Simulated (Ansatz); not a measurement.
# HF/3-21G run of CH5BO2 (SMILES COBO)

Aim: the electronic atomisation energy of CH5BO2 at HF/3-21G, from 5 runs. 

The results are computed with Ansatz 0.2.0.

70 further runs of the same task are left out: 70 set aside as unsound or not needed.

### 1 The molecule

The species is CH5BO2 (9 atoms), meant as a singlet with charge 0. As SMILES, `COBO`. Geometry: relaxed at PBE0-D4/def2-TZVP. This is one conformer, not always the lowest.

Bond lengths: C1–O2 1.410 Å, O2–B3 1.356 Å, B3–O4 1.356 Å, C1–H5 1.094 Å, C1–H6 1.092 Å, C1–H7 1.092 Å, B3–H8 1.199 Å, O4–H9 0.962 Å. Some angles: C1–O2–B3 121.7°, O2–B3–O4 119.6°, O2–C1–H5 111.5°, O2–C1–H6 109.2°, O2–C1–H7 109.3°, O2–B3–H8 121.8°, O4–B3–H8 118.6°, B3–O4–H9 112.1°, H5–C1–H6 109.1°, H5–C1–H7 109.0°.

### 2 A single-point energy at HF/3-21G

Contents of run.yaml:

```yaml
crystal:
  periodic: [false, false, false]
  atoms:
    - {symbol: C, position_ang: [0.281800, 0.801900, -1.057400]}
    - {symbol: O, position_ang: [-0.113500, 0.454800, 0.251000]}
    - {symbol: B, position_ang: [-0.134900, -0.834100, 0.671600]}
    - {symbol: O, position_ang: [-0.524600, -1.118500, 1.938500]}
    - {symbol: H, position_ang: [0.568100, -0.079800, -1.637600]}
    - {symbol: H, position_ang: [1.131400, 1.486400, -1.006200]}
    - {symbol: H, position_ang: [-0.544800, 1.307500, -1.561700]}
    - {symbol: H, position_ang: [0.183900, -1.738400, -0.047600]}
    - {symbol: H, position_ang: [-0.758900, -0.326300, 2.432200]}
basis:
  gaussian:
    orbitals: 3-21G.json
magnetization:
  spin_polarized: false
hamiltonian:
  xc: hf
accuracy: high
output: {orbitals: {seedname: orbitals}}
```

The basis set 3-21G is read from a file made from the Basis Set Exchange's data (not shown).

Run with:

```
$ ansatz run run.yaml --threads 1 --pin off --max-ram 3480MiB --events-out events.jsonl --progress --plain --runs-dir runs
```

Log:

```text
Warning: RAYON_NUM_THREADS=1 ignored (pool sized by the plan → 1); use --threads N
Functional definition: HF
  name "HF"
  exchange = exact_x
  correlation = 0
1038 factors; integrals over basis functions are off by at most 7.1e-9 eV
mean field evaluation 1: about -5823.6298 eV, gradient 3.3e1 eV
mean field evaluation 2: about -5823.6212 eV, gradient 3.3e1 eV
mean field evaluation 4: about -5825.7851 eV, gradient 2.2e0 eV
mean field evaluation 8: about -5825.8008 eV, gradient 1.8e-4 eV
mean field -5825.80077867 eV, -214.0942297466 hartree, gradient 1.5e-8 eV, S^2 0.000000; 0 other end points of the search recorded, 0 dependent functions left out
reference -5825.80077867 eV, -214.0942297466 hartree; 16, 16 occupied and 30, 30 virtual orbitals, 1038 factors
Total energy: -5825.80077867 eV, -214.0942297466 hartree
```

It took 0.36 s on 1 thread of Arm Neoverse V2, shared host.

### 3 The B atom at the same level

Contents of input.yaml:

```yaml
crystal:
  periodic: [false, false, false]
  atoms:
    - symbol: B
      position_ang: [0.000000, 0.000000, 0.000000]
basis:
  gaussian: {orbitals: 3-21G.json}
accuracy: high
magnetization: {spin_polarized: true, initial_magnetization: 1}
hamiltonian: {xc: hf}
```

The basis set 3-21G is read from a file made from the Basis Set Exchange's data (not shown).

Run the same way, it converges to -24.38976 Eh (log not shown).

### 4 The C atom

Contents of molecule.yaml:

```yaml
crystal:
  periodic: [false, false, false]
  atoms:
    - symbol: C
      position_ang: [0.000000, 0.000000, 0.000000]
basis:
  gaussian: {orbitals: 3-21G.json}
magnetization: {spin_polarized: true, initial_magnetization: 2}
hamiltonian: {xc: hf}
accuracy: high
```

The basis set 3-21G is read from a file made from the Basis Set Exchange's data (not shown).

Run with:

```
$ ansatz run molecule.yaml --threads 1 --pin off --max-ram 3480MiB --events-out events.jsonl --progress --plain --runs-dir runs
```

Log:

```text
Warning: RAYON_NUM_THREADS=1 ignored (pool sized by the plan → 1); use --threads N
Functional definition: HF
  name "HF"
  exchange = exact_x
  correlation = 0
42 factors; integrals over basis functions are off by at most 9.6e-9 eV
mean field evaluation 1: about -1019.7341 eV, gradient 4.9e0 eV
mean field evaluation 2: about -1019.7347 eV, gradient 4.9e0 eV
mean field evaluation 4: about -1019.9117 eV, gradient 1.9e-1 eV
mean field evaluation 8: about -1019.9119 eV, gradient 6.4e-5 eV
mean field evaluation 16: about -1019.9118 eV, gradient 6.1e-2 eV
mean field evaluation 32: about -1019.9119 eV, gradient 2.8e-8 eV
mean field -1019.91186813 eV, -37.4810698326 hartree, gradient 2.8e-8 eV, S^2 2.000971; 2 other end points of the search recorded, 0 dependent functions left out
reference -1019.91186813 eV, -37.4810698326 hartree; 4, 2 occupied and 5, 7 virtual orbitals, 42 factors
Total energy: -1019.91186813 eV, -37.4810698326 hartree
```

Run time: 0.04 s. Hardware: 1 thread of Arm Neoverse V2, shared host.

### 5 The H atom at the same level

Contents of run.yaml:

```yaml
basis:
  gaussian:
    orbitals: 3-21G.json
crystal:
  periodic: [false, false, false]
  atoms:
    - {symbol: H, position_ang: [0.000000, 0.000000, 0.000000]}
magnetization:
  spin_polarized: true
  initial_magnetization: 1
hamiltonian:
  xc: hf
accuracy: high
```

The basis set 3-21G is read from a file made from the Basis Set Exchange's data (not shown).

Run the same way, it converges to -0.49620 Eh (log not shown).

### 6 The O atom

Contents of input.yaml:

```yaml
crystal:
  periodic: [false, false, false]
  atoms:
    - {symbol: O, position_ang: [0.000000, 0.000000, 0.000000]}
basis:
  gaussian:
    orbitals: 3-21G.json
hamiltonian:
  xc: hf
accuracy: high
magnetization:
  spin_polarized: true
  initial_magnetization: 2
```

The basis set 3-21G is read from a file made from the Basis Set Exchange's data (not shown).

Run the same way, it converges to -74.39366 Eh (log not shown).

### 7 Results

At HF/3-21G:

| quantity | value |
| --- | --- |
| molecule: total energy | -214.09423 Eh |
| molecule: HOMO energy | -12.29 eV |
| molecule: LUMO energy | 5.67 eV |
| molecule: HOMO–LUMO gap | 17.96 eV |
| B atom: total energy | -24.38976 Eh |
| B atom: ⟨S²⟩ | 0.750 |
| C atom: total energy | -37.48107 Eh |
| C atom: ⟨S²⟩ | 2.001 |
| H atom: total energy | -0.49620 Eh |
| H atom: ⟨S²⟩ | 0.750 |
| O atom: total energy | -74.39366 Eh |
| O atom: ⟨S²⟩ | 2.001 |
| electronic atomisation energy | 25.989 eV |

What this shows: Taking the molecule apart into free atoms costs 25.99 eV (2508 kJ/mol), before zero-point energy and without spin-orbit coupling. Hartree–Fock lacks the correlation of the bonding pairs, which as a rule makes this value much too low; in minimal bases other errors can mask that. The basis has no polarisation functions, which makes bonds too weak.
